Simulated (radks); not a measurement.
# Valence configurations of Ho

The task here is to estimate one member of a computed series from the others.

Method: Dirac Kohn-Sham, PBEsol, spin-unpolarised, spherical densities, point nucleus; open shells are shared between the two j in proportion to 2j + 1. Code: radks (a radial shooting solver on a logarithmic mesh, Libxc functionals) version 1.

1 further run of the same task is left out (it didn't finish).

## Starting point

* element: holmium (Z = 67)
* charge: 0
* electrons: 67
* configuration: [Xe] 4f11 6s2
* others tried: 4f11 6s1 6p1; 4f9 5d2 6s2; 4f10 6s2 6p1; 4f11 5d0.5 6s1.5; 4f8 5d2 6s2 6p1; 4f10 5d1 6s2; 4f11 5d1 6s1; 4f10 5d1.5 6s1.5

The outer shells:

Ho
```
[Xe] core
4f [↑↓][↑↓][↑↓][↑↓][↑ ][↑ ][↑ ]
6s [↑↓]
```

The first run:

The run's settings:

```text
Z 67
configuration [Xe] 4f11 6s2
relativity Dirac
functional pbe_sol,pbe_sol
spin unpolarised
j_filling average
nucleus point
c 137.035999084
```

Among the steps run: [Xe] 4f11 6s2.

One of the session's tables, all rows but one given; the rest of the session is left out.

It belongs to the step «[Xe] 4f11 6s2». From the orbitals of this run (lengths in bohr):

```
level     <r>  outermost maximum (interpolated)  90 % within  nodes
4d3/2  0.5902                             0.518        0.888      1
4d5/2  0.6013                             0.527        0.905      1
5s1/2   1.277                              1.14         1.85      4
5p1/2   1.445                              1.24         2.13      3
5p3/2   1.557                              1.33         2.30      3
6s1/2       ?                                 ?            ?      ?
4f5/2  0.8439                             0.521         1.48      0
4f7/2  0.8676                             0.526         1.53      0
```

Q: Estimate the row for 6s1/2 from the others.

As computed: <r>: 4.048; outermost maximum (interpolated): 3.42; 90 % within: 6.01; nodes: 5. In the column «<r>» it is the highest.
